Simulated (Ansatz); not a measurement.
# Li16Si: the cost of one run

Program: Ansatz 0.2.0. Level of theory: DFT PBE, plane waves, PAW, scalar-relativistic, no spin polarisation. These are calculated values, not measurements.

## 1. The system as given

The cell holds 17 atoms (Li16Si): a = 6.980 Å, b = 6.045 Å, c = 19.403 Å, α = 90.00°, β = 90.00°, γ = 54.74°.

The coordinates stand in the first input below.

## 2. End point A

Contents of input.yaml:

```yaml
crystal:
  lattice:
    - [6.98, 0.0, 0.0]
    - [3.49, 4.935605, 0.0]
    - [0.0, 0.0, 19.403408]
  atoms:
    - { symbol: Li, position: [-0.25, 0.5, 0.0515373] }
    - { symbol: Li, position: [0.25, 0.5, 0.0515373] }
    - { symbol: Li, position: [-0.25, 1.0, 0.0515373] }
    - { symbol: Li, position: [0.25, 1.0, 0.0515373] }
    - { symbol: Li, position: [0.0, 0.0, 0.1787213] }
    - { symbol: Li, position: [0.5, 0.0, 0.1787213] }
    - { symbol: Li, position: [0.0, 0.5, 0.1787213] }
    - { symbol: Li, position: [0.5, 0.5, 0.1787213] }
    - { symbol: Li, position: [-0.25, 0.5, 0.3059053] }
    - { symbol: Li, position: [0.25, 0.5, 0.3059053] }
    - { symbol: Li, position: [-0.25, 1.0, 0.3059053] }
    - { symbol: Li, position: [0.25, 1.0, 0.3059053] }
    - { symbol: Li, position: [0.0, 0.0, 0.4330893] }
    - { symbol: Li, position: [0.5, 0.0, 0.4330893] }
    - { symbol: Li, position: [0.0, 0.5, 0.4330893] }
    - { symbol: Li, position: [0.5, 0.5, 0.4330893] }
    - { symbol: Si, position: [0.497456, 0.7664904, 0.536164] }
basis:
  ecutwfc: 420.0
kpoints:
  mp_grid: { grid: [3, 3, 1] }
hamiltonian:
  xc: pbe
scf:
  occupations: { method: gaussian, width: 0.05 }
  lower_state_search: "off"
relax:
  f_tol: 0.03
  max_steps: 60
  adjacent_minimum: "off"
  constraints: [{ sites: [0, 1, 2, 3] }]
output:
  write_density: true
  write_potential: true
  elf: true
  volumetric_format: npy
```

Started as:

```bash
ansatz run input.yaml --threads 1 --pin off --max-ram 3072MiB --backend cpu --events-out ev --progress --plain --runs-dir out
```

Q: Estimate wall time and peak memory on 1 thread of Intel Xeon 6975P-C (Granite Rapids), shared host.

About 3.1 min, with a peak of 0.86 GiB.
